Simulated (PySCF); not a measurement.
# GeCl+: bond curves at several levels of theory

What are the lowest state that PBE0 finds, the bond length, vibrational wavenumber and bond energy of GeCl+, and how much do these hang on the method?

Program: PySCF 2.14.0. Level of theory: Ge def2-TZVPPD, Cl def2-TZVPPD, no relativity. These are calculated values, not measurements.

### Step 1. Set-up

A driver script around PySCF takes these settings:

| Item | Value |
| --- | --- |
| atoms | Ge, Cl |
| charge | 1 |
| basis | Ge def2-TZVPPD, Cl def2-TZVPPD |
| Hamiltonian | no relativity |
| basis functions | 105 |
| electrons treated | 48 |
| masses in u | 73.9212, 34.9689 |
| levels | PBE0, PBE, r²SCAN, TPSSh, BLYP, revPBE, TPSS, B97-3, LC-ωPBE, HF, MP2, SCS-MP2, CCSD, CCSD(T) |
| grid | 80 radial by 434 angular points |
| occupations | held fixed by the projection of orbital angular momentum |
| dissociation limit | Ge+ + Cl, each in its ground configuration |
| starting distance in angstrom | 2.230 |
| values of 2S to try | 0, 2 |

Run with:

```sh
> OMP_NUM_THREADS=2 python dia.py task.json out
```

The runs that follow: The PBE0 curve of the state that the search chose; Higher solutions at PBE0; PBE (GGA); r²SCAN (meta-GGA); TPSSh (hybrid meta-GGA); BLYP; revPBE (GGA); TPSS; B97-3; LC-ωPBE; RHF (mean field); Adding correlation.

Before running it: what results should come out? Wanted: for each run, Re; ωe; De; μ.

As calculated:

Lowest PBE0 solution found, without spin–orbit coupling: ¹Σ⁺ (singlet), closed shell. State 2 has its PBE0 minimum 3.96 eV higher. The other levels ran on the lowest alone.

```
      level  Re (Å)  ωe (cm⁻¹)  De (eV)  μ (D)
        RHF   2.055        526     3.16  -2.31
    RHF-MP2   2.054        524     4.74    n/a
RHF-SCS-MP2   2.059        519     4.56    n/a
   RHF-CCSD   2.057        521     4.37    n/a
RHF-CCSD(T)   2.063        513     4.56    n/a
        PBE   2.083        486     4.95  -1.82
     revPBE   2.090        481     4.72  -1.88
       BLYP   2.101        469     4.69  -1.93
       TPSS   2.077        491     4.83  -1.82
     r²SCAN   2.061        508     4.88  -1.73
      TPSSh   2.068        500     4.74  -1.87
       PBE0   2.061        511     4.71  -1.93
      B97-3   2.074        502     4.68  -2.08
    LC-ωPBE   2.038        536     4.47  -1.94
```

De is counted to Ge+ + Cl in their ground configurations. A positive dipole points from Ge to Cl; in an ion it is taken about the centre of mass and does not tell which atom is negative.

Differences from CCSD(T) in the same basis:

```
      level  Re (mÅ)  ωe (%)
        RHF       -8    +2.6
    RHF-MP2       -9    +2.1
RHF-SCS-MP2       -5    +1.3
   RHF-CCSD       -6    +1.6
        PBE      +19    -5.2
     revPBE      +27    -6.2
       BLYP      +37    -8.5
       TPSS      +14    -4.3
     r²SCAN       -2    -1.0
      TPSSh       +5    -2.4
       PBE0       -3    -0.4
      B97-3      +10    -2.0
    LC-ωPBE      -26    +4.5
```

What this shows: Against CCSD(T) in the same basis, the bond length is nearest at r²SCAN (-2 mÅ) and farthest at BLYP (+37 mÅ); the wavenumber is nearest at PBE0 (-0.4 %) and farthest at BLYP (-8.5 %). Hartree–Fock makes the bond too short and too stiff against this reference, as it mostly does. PBE gives a bond that is too long and too soft, as GGAs tend to. Of the levels with a De here, RHF gives the least (3.16 eV) and PBE the most (4.95 eV).

Correlated steps freeze 14 core orbitals.
